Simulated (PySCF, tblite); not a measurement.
# C₄H₄NO₃−: geometry, infrared bands and NMR shifts

Aim: predict the infrared bands and NMR shifts of C₄H₄NO₃− (`C[C@H](C#N)OC(=O)[O-]`).

Computed with tblite 0.8.0 and PySCF 2.14.0, with density-fitted response routines of our own, on a single molecule in the gas phase. Atoms count from 0, in the outputs and in this text.

## (1) The starting structure

12 atoms, charge -1, multiplicity 1; geometry from: force field or distance geometry start.

Bonds of the start (Å): C0–C1 1.48, C1–C2 1.46, C2–N3 1.19, C1–O4 1.38, O4–C5 1.37, C5–O6 1.25, C5–O7 1.40, C0–H8 1.10, C0–H9 1.12, C0–H10 1.13, C1–H11 1.14.

## (2) Geometry optimisation with GFN2-xTB

The job: settings as JSON, then the geometry in Å.

```
{"job": {"kind": "relax", "xc": "GFN2-xTB", "basis": "xTB"}, "charge": -1, "multiplicity": 1}
C     -1.365800    -0.325800    -0.701600
C     -0.281200     0.146400     0.195100
C     -0.503300     1.563800     0.461100
N     -0.686200     2.718300     0.660500
O      1.005500     0.009300    -0.296800
C      2.075300    -0.644400     0.255300
O      1.966500    -1.213800     1.359800
O      3.304400    -0.653900    -0.419400
H     -1.041000    -0.970800    -1.535800
H     -1.891200     0.551500    -1.147500
H     -2.150200    -0.817800    -0.061800
H     -0.431600    -0.363500     1.205200
```

Run with:

```console
OMP_NUM_THREADS=1 python probes_run.py task.json out
```

This one command runs all jobs of the session in turn.

**Question.** This job is followed by: GFN2-xTB harmonic vibrations, gas phase; GIAO PBE0/pcSseg-1 NMR shielding, non-relativistic, gas phase. What will the session give for the following? strongest single infrared mode (GFN2-xTB); zero-point energy (GFN2-xTB); 13C shifts against TMS (PBE0/pcSseg-1); 1H shifts against TMS (PBE0/pcSseg-1, means over atoms taken as alike); 15N shifts against NH3 (PBE0/pcSseg-1); 17O shifts against H2O (PBE0/pcSseg-1, means over atoms taken as alike).

As calculated:

| quantity | value |
| --- | --- |
| strongest single infrared mode (GFN2-xTB) | 1936 cm⁻¹, 762 km/mol |
| zero-point energy (GFN2-xTB) | 49.1 kcal/mol |
| 13C shifts against TMS (PBE0/pcSseg-1) | 151.4, 131.5, 54.3, 25.6 ppm |
| 1H shifts against TMS (PBE0/pcSseg-1, means over atoms taken as alike) | 6.41, 1.04 ppm |
| 15N shifts against NH3 (PBE0/pcSseg-1) | 282.6 ppm |
| 17O shifts against H2O (PBE0/pcSseg-1, means over atoms taken as alike) | 216.0, 179.3 ppm |

In words: Over 83 steps the energy fell by 1.607 eV; of the close pairs, C5–O7 changed most, 1.402 to 1.210 Å. No mode is imaginary among the 30: a minimum at this level. The strongest single mode, at 1936 cm⁻¹, moves mainly C5. Unscaled tight-binding wavenumbers are off by several per cent, some by more. Its intensities can rank the bands wrongly. The most deshielded hydrogen is H11 (hydrogen on an sp3 CH bonded to O, α to a nitrile), at 6.41 ppm: its carbon carries O, hence the downfield position. At PBE0/pcSseg-1: Shielding is most anisotropic at N3 (span 442 ppm, paramagnetic term -358 ppm).
